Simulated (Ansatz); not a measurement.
Geometry optimisation, Ansatz 0.2.0, DFT PBE-D3(BJ), scalar-relativistic, plane waves, PAW.

The input (input.yaml):

```yaml
crystal:
  lattice:
    - [5.4, 0.0, 0.0]
    - [-4.05, 7.014806, 0.0]
    - [0.0, 0.0, 4.2768]
  atoms:
    - { symbol: Ru, position: [0.0, 0.0, 0.0] }
    - { symbol: Ru, position: [0.1666667, 0.2222222, 0.5] }
    - { symbol: Ru, position: [0.0, 0.3333333, 0.0] }
    - { symbol: Ru, position: [0.1666667, 0.5555556, 0.5] }
    - { symbol: Ru, position: [0.0, 0.6666667, 0.0] }
    - { symbol: Ru, position: [0.1666667, 0.8888889, 0.5] }
    - { symbol: Ru, position: [0.5, 0.0, 0.0] }
    - { symbol: Ru, position: [0.6666667, 0.2222222, 0.5] }
    - { symbol: Ru, position: [0.5, 0.3333333, 0.0] }
    - { symbol: Ru, position: [0.6666667, 0.5555556, 0.5] }
    - { symbol: Ru, position: [0.5, 0.6666667, 0.0] }
    - { symbol: Ru, position: [0.6666667, 0.8888889, 0.5] }
    - { symbol: Na, position: [0.8207782, 0.10685, 0.76288] }
basis:
  ecutwfc: 420.0
kpoints:
  mp_grid: { grid: [4, 3, 4] }
hamiltonian:
  xc: pbe
  dispersion: d3bj
scf:
  occupations: { method: gaussian, width: 0.15 }
  lower_state_search: "off"
relax:
  f_tol: 0.03
  max_steps: 60
  adjacent_minimum: "off"
```

Launched with:

```bash
$ ansatz run input.yaml --threads 4 --pin off --max-ram 10240MiB --backend cpu --events-out ev --progress --plain --runs-dir out
```

Where does it end, and by what steps?

It converged. The force dipped under the threshold on the way, but the program's further checks kept it going. Limits of this set-up: coarse k mesh, a small cell, in which the defect meets its images. After 9 steps the energy has fallen by 9.303 eV; Ru7 moved furthest, 0.51 Å. The start is strongly strained (largest force component 10 eV/Å).

```csv
step,energy less start (eV),largest force component (eV/Å),accepted
0,0.0000,10.461,yes
1,-7.8038,2.701,yes
2,-9.1420,0.470,yes
3,-9.2354,0.296,yes
4,-9.2792,0.348,yes
5,-9.2940,0.222,yes
6,-9.3008,0.125,yes
7,-9.3019,0.064,yes
8,-9.3032,0.023,yes
9,-9.3032,0.023,yes
```

```xyz
13
Lattice="5.4000 0.0000 0.0000 -4.0500 7.0148 0.0000 0.0000 0.0000 4.2768" Properties=species:S:1:pos:R:3
Ru 0.124 -0.067 0.117
Ru 0.093 1.604 1.994
Ru -1.183 2.664 0.134
Ru -1.318 3.945 2.214
Ru -2.776 4.606 -0.013
Ru -2.696 6.220 2.318
Ru 2.569 -0.387 0.304
Ru 2.583 1.732 1.707
Ru 1.363 2.291 -0.235
Ru 1.352 3.885 2.144
Ru 0.113 4.688 -0.023
Ru 0.123 6.073 2.095
Na 3.652 0.909 3.337
```

Whether the end is a true minimum wasn't checked by a vibrational analysis.

Run time: 60 s on 4 threads of Intel(R) Xeon(R) Platinum 8488C (Sapphire Rapids), on a shared host, peak memory 0.96 GiB.
